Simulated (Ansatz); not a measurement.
Ge3Pd:

```xyz
4
Lattice="4.1420 0.0000 0.0000 0.0000 4.1420 0.0000 0.0000 0.0000 4.1420" Properties=species:S:1:pos:R:3 pbc="T T T"
Pd    0.0000    0.0000    0.0000
Ge    2.0710    2.0710    0.0000
Ge    2.0710    0.0000    2.0710
Ge    0.0000    2.0710    2.0710
```

The cell comes from a database or a generator and needn't be the stable form of this composition.

Base run:

| Property | Result |
| --- | --- |
| Program | Ansatz 0.2.0 |
| Functional | PBE |
| Potentials or basis | Ansatz PAW |
| Cutoff | 420 eV |
| Density cutoff | 1680 eV |
| k mesh | 7 × 7 × 7 |
| Occupations | fermi-dirac, width 0.05 eV |
| Spin | no spin polarisation |

Its results: band gap on the k mesh none (metal or under the smearing width); pressure -0.1 GPa.

The run is repeated on the same cell with these changes: functional from PBE to LDA. What comes out?

Band gap on the k mesh none (metal or under the smearing width); pressure -7.0 GPa.

LDA binds more tightly than PBE, so the same cell stands under less pressure.

Caveats: the PAW data sets come from PBE, with cores solved anew for the run's functional, which leaves a small shift of forces and pressure (some runs).

Not every run made on this cell is shown here.
